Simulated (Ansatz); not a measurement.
# Ge2Sb2Te5: the cost of one run

Computed with Ansatz 0.2.0 (DFT PBE+D3(BJ), scalar-relativistic, plane waves, PAW, and further levels as typed in the inputs, unless a step's input says otherwise).

## Step 1: The structure to begin with

The structure is trigonal, space group R-3m (No. 166). The conventional cell has a = 4.250 Å, b = 4.250 Å, c = 52.050 Å, α = 90.00°, β = 90.00°, γ = 120.00°. Te (site symmetry -3m) is surrounded by 6 Ge at 3.01 Å. Ge (site symmetry 3m) is surrounded by 6 Te at 3.01 Å. Te (site symmetry 3m) is surrounded by 3 Sb at 3.01 Å and 3 Ge at 3.01 Å. Around Sb (site symmetry 3m) lie 6 Te at 3.01 Å. Te (site symmetry 3m) has 3 Sb at 3.01 Å as nearest neighbours.

As a file:

```
Te Ge Sb
1.0
     4.25000    0.00000    0.00000
    -2.12500    3.68061    0.00000
     2.12500   -1.22687   17.35000
Te Ge Sb
5 2 2
Direct
  0.00000 0.00000 0.00000
  0.60000 0.40000 0.20000
  0.20000 0.80000 0.40000
  0.80000 0.20000 0.60000
  0.40000 0.60000 0.80000
  0.30000 0.70000 0.10000
  0.70000 0.30000 0.90000
  0.90000 0.10000 0.30000
  0.10000 0.90000 0.70000
```

## Step 2: Relaxing cell and atoms: Ge2Sb2Te5, no spin

The input, input.yaml:

```yaml
crystal:
  lattice:
    - [4.25, 0.0, 0.0]
    - [-2.125, 3.6806079661, 0.0]
    - [2.125, -1.226869322, 17.35]
  atoms:
    - { symbol: Te, position: [0.0, 0.0, 0.0] }
    - { symbol: Ge, position: [0.3, 0.7, 0.1] }
    - { symbol: Te, position: [0.6, 0.4, 0.2] }
    - { symbol: Sb, position: [0.9, 0.1, 0.3] }
    - { symbol: Te, position: [0.2, 0.8, 0.4] }
    - { symbol: Te, position: [0.8, 0.2, 0.6] }
    - { symbol: Sb, position: [0.1, 0.9, 0.7] }
    - { symbol: Te, position: [0.4, 0.6, 0.8] }
    - { symbol: Ge, position: [0.7, 0.3, 0.9] }
scf:
  occupations: { method: gaussian, width: 0.03 }
output:
  forces: true
  stress: true
  eigenvalues: true
hamiltonian:
  xc: pbe
  dispersion: d3bj
kpoints:
  mp_grid: { grid: [10, 10, 2] }
relax:
  f_tol: 0.005
  max_steps: 80
  cell: { stress_tol: 0.05 }
```

Run with:

```bash
> ansatz run input.yaml --threads 4 --pin off --max-ram 8192MiB --backend cpu --events-out ev --progress --plain --runs-dir out
```

**Question.** How long does this run take on 4 threads of Intel Xeon Platinum 8259CL at 2.50GHz (Skylake/Cascade Lake), shared host, and how much memory does it need?

About 3.3 min, with a peak of 1.6 GiB.
